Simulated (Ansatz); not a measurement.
The system is MoN2.

```
Mo N
1.0
     4.34805    0.00000    0.00000
     0.00000    4.34805    0.00000
     0.00000    0.00000    2.76746
Mo N
2 4
Direct
  0.00000 0.00000 0.00000
  0.50000 0.50000 0.00000
  0.61165 0.88835 0.50000
  0.38835 0.11165 0.50000
  0.11165 0.61165 0.50000
  0.88835 0.38835 0.50000
```

Measurements of this composition are mostly on another form, of space group No. 160.

| Property | Result |
| --- | --- |
| Program | Ansatz 0.2.0 |
| Task | relaxation of cell and atoms |
| Functional | r2SCAN |
| Potentials or basis | Ansatz PAW |
| Cutoff | 500 eV (not typed: the program's choice for these potentials) |
| k mesh | 6 × 6 × 10 |
| Occupations | fermi-dirac, width 0.05 eV |
| Spin | no spin polarisation |

At the start: volume 8.72 Å³/atom.

Q: How do energy, volume and symmetry change on relaxing?

A: It ends after 6 steps and the volume is 8.52 Å³/atom (-2.3 %); space group P4/mbm (No. 127, to 0.05 Å).

The path:
```tsv
step	energy change (eV)	largest force (eV/Å)	volume (Å³)
1	0.0000	0.0187	52.32
2	-0.0308	0.0476	50.93
3	-0.0318	0.0033	51.07
4	-0.0323	0.0153	51.11
5	-0.0323	0.0027	51.10
6	-0.0315	0.0027	51.10
```

Final structure:
```
Mo N
1.0
     4.31761    0.00000    0.00000
     0.00000    4.31761    0.00000
     0.00000    0.00000    2.74129
Mo N
2 4
Direct
  0.00000 0.00000 0.00000
  0.50000 0.50000 0.00000
  0.61225 0.88775 0.50000
  0.38775 0.11225 0.50000
  0.11225 0.61225 0.50000
  0.88775 0.38775 0.50000
```

Caveat: the plane-wave basis is chosen anew once the cell has moved, so the energies of steps on either side of that aren't comparable; the PAW data sets come from PBE, with cores solved anew for the run's functional, which leaves a small shift of forces and pressure.
